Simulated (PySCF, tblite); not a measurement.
**C₅H₁₅N₃Si: geometry, infrared bands and NMR shifts**

Aim: predict the infrared bands and NMR shifts of C₅H₁₅N₃Si (`CN[Si@@H](N)NCC1CC1`).

Programs: tblite 0.8.0 and PySCF 2.14.0, with density-fitted response routines of our own. Each step states its level of theory. These are calculated values for one molecule in the gas phase, unless marked as measured. Atoms are numbered from 0 throughout.

### Step 1. The molecule as given

24 atoms, charge 0, multiplicity 1; geometry from: force field or distance geometry start.

Bonds of the start (Å): C0–N1 1.44, N1–Si2 1.82, Si2–N3 1.76, Si2–N4 1.78, N4–C5 1.43, C5–C6 1.51, C6–C7 1.52, C7–C8 1.52, C8–C6 1.50, C0–H9 1.13, C0–H10 1.11, C0–H11 1.11, N1–H12 1.04, Si2–H13 1.47, N3–H14 1.03, N3–H15 1.06, N4–H16 1.02, C5–H17 1.13, C5–H18 1.13, C6–H19 1.13, C7–H20 1.09, C7–H21 1.12, C8–H22 1.12, C8–H23 1.12.

### Step 2. Optimising the geometry with GFN2-xTB

The job: settings as JSON, then the geometry in Å.

```
{"job": {"kind": "relax", "xc": "GFN2-xTB", "basis": "xTB"}, "charge": 0, "multiplicity": 1}
C     -3.567300     0.161300    -1.146200
N     -2.218800     0.615700    -1.339700
Si    -1.408500     0.519600     0.291700
N     -2.302400    -0.687700     1.210200
N      0.245700    -0.067500    -0.001100
C      1.247900     0.689100     0.675000
C      2.665400     0.227600     0.448800
C      3.151500     0.254200    -0.989300
C      2.960800    -1.068000    -0.256400
H     -4.011000     0.712400    -0.268300
H     -3.655500    -0.918100    -0.888100
H     -4.146200     0.354500    -2.068700
H     -1.746200    -0.112500    -1.920200
H     -1.416000     1.850600     0.922200
H     -2.182400    -1.633100     0.823000
H     -2.175200    -0.642800     2.258800
H      0.318200    -1.080500     0.135100
H      1.041800     0.769200     1.780600
H      1.222800     1.757300     0.307300
H      3.376900     0.573700     1.254200
H      4.153200     0.655500    -1.128200
H      2.407100     0.399000    -1.807200
H      3.897100    -1.609800     0.037200
H      2.129700    -1.699900    -0.656100
```

The run is started by

```console
$ OMP_NUM_THREADS=1 python probes_run.py task.json out
```

This one command runs all jobs of the session in turn.

**Question.** This job is followed by: GFN2-xTB harmonic vibrations, gas phase; GIAO PBE0/pcSseg-1 NMR shielding, non-relativistic, gas phase. Predict these results of the whole session: strongest single infrared mode (GFN2-xTB); zero-point energy (GFN2-xTB); 13C shifts against TMS (PBE0/pcSseg-1); 1H shifts against TMS (PBE0/pcSseg-1, means over atoms taken as alike); 15N shifts against NH3 (PBE0/pcSseg-1); 29Si shifts against TMS (PBE0/pcSseg-1).

The runs gave:

```
                                                              quantity                                                                          value
                             strongest single infrared mode (GFN2-xTB)                                                          2144 cm⁻¹, 316 km/mol
                                          zero-point energy (GFN2-xTB)                                                                 127.3 kcal/mol
                                13C shifts against TMS (PBE0/pcSseg-1)                                                41.2, 30.3, 14.6, 0.7, -0.6 ppm
1H shifts against TMS (PBE0/pcSseg-1, means over atoms taken as alike)  5.04, 3.46, 2.96, 2.82, 0.68, 0.51, 0.50, 0.27, 0.24, -0.12, -0.21, -0.53 ppm
                                15N shifts against NH3 (PBE0/pcSseg-1)                                                           31.9, 28.4, 20.8 ppm
                               29Si shifts against TMS (PBE0/pcSseg-1)                                                                      -34.5 ppm
```

**Reading.** The optimisation took 266 steps and gained 1.164 eV; among the close pairs (by a distance rule), N1–Si2 changed most, from 1.824 to 1.719 Å. All 66 modes are real, so the xTB geometry is a minimum. The strongest single mode, at 2144 cm⁻¹, moves mainly H13. Unscaled tight-binding wavenumbers are off by several per cent, some by more. Its intensities can rank the bands wrongly. The most deshielded carbon is C5 (sp3 CH2 bonded to N), at 41.2 ppm: pulled downfield by the heteroatom. At PBE0/pcSseg-1: The widest tensor belongs to Si2: span 86 ppm, with a paramagnetic part of -500 ppm.
